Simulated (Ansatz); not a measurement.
# C2H10BN3: the cost of one run

Computed with Ansatz 0.2.0, Gaussian basis. Level: the settings change from run to run.

## Step 1: The molecule

The geometry comes from an earlier relaxation with PBE0-D4 in a triple-zeta def2 set; it is a stationary point, not always the lowest conformer.

16 atoms, charge 0, spin multiplicity 1.

Atoms are counted from 1 here; the program's logs count them from 0.

Bond lengths: C1–N2 1.436 Å, C1–H7 1.099 Å, C1–H8 1.090 Å, C1–H9 1.100 Å, N2–C3 1.436 Å, N2–B4 1.430 Å, C3–H10 1.090 Å, C3–H11 1.099 Å, C3–H12 1.100 Å, B4–N5 1.430 Å, B4–N6 1.430 Å, N5–H13 1.003 Å, N5–H14 1.003 Å, N6–H15 1.003 Å, N6–H16 1.003 Å. Angles: N2–C1–H7 110.9°, N2–C1–H8 110.8°, N2–C1–H9 112.4°, H7–C1–H8 107.1°, H7–C1–H9 107.0°, H8–C1–H9 108.5°, C1–N2–C3 113.3°, C1–N2–B4 123.3°, C3–N2–B4 123.3°, N2–C3–H10 110.8°, N2–C3–H11 110.9°, N2–C3–H12 112.4°, H10–C3–H11 107.1°, H10–C3–H12 108.5°, H11–C3–H12 107.0°, N2–B4–N5 120.4°, N2–B4–N6 120.4°, N5–B4–N6 119.3° and more.

## Step 2: B2PLYP/pcseg-2

Options: multiplicity 3.

in.yaml

```yaml
crystal:
  periodic: [false, false, false]
  atoms:
    - {symbol: C, position_ang: [-0.105930, -0.863635, 1.529637]}
    - {symbol: N, position_ang: [0.300599, -0.270627, 0.286655]}
    - {symbol: C, position_ang: [1.672738, -0.531874, -0.046053]}
    - {symbol: B, position_ang: [-0.573404, 0.505909, -0.536069]}
    - {symbol: N, position_ang: [-0.199853, 0.837982, -1.875762]}
    - {symbol: N, position_ang: [-1.831255, 0.958614, -0.028691]}
    - {symbol: H, position_ang: [0.165677, -1.927574, 1.563339]}
    - {symbol: H, position_ang: [-1.187827, -0.805716, 1.649977]}
    - {symbol: H, position_ang: [0.367974, -0.382390, 2.398337]}
    - {symbol: H, position_ang: [1.990138, 0.083088, -0.888308]}
    - {symbol: H, position_ang: [2.333587, -0.289294, 0.797419]}
    - {symbol: H, position_ang: [1.848279, -1.588041, -0.299765]}
    - {symbol: H, position_ang: [0.466907, 0.303577, -2.400474]}
    - {symbol: H, position_ang: [-0.778585, 1.417654, -2.454798]}
    - {symbol: H, position_ang: [-2.013969, 1.063072, 0.951707]}
    - {symbol: H, position_ang: [-2.477877, 1.466756, -0.603047]}
basis:
  gaussian: {orbitals: pcseg-2}
magnetization: {spin_polarized: true, initial_magnetization: 2}
hamiltonian: {xc: {name: B2PLYP}}
```

The run is started by

```bash
ansatz run in.yaml --threads 4 --pin off --events-out ev --progress --plain --max-ram 11315MiB
```

**Question.** How long does this run take on 4 threads of Arm Neoverse V1, shared host, and how much memory does it need?

About 98 s, with a peak of 1.4 GiB.
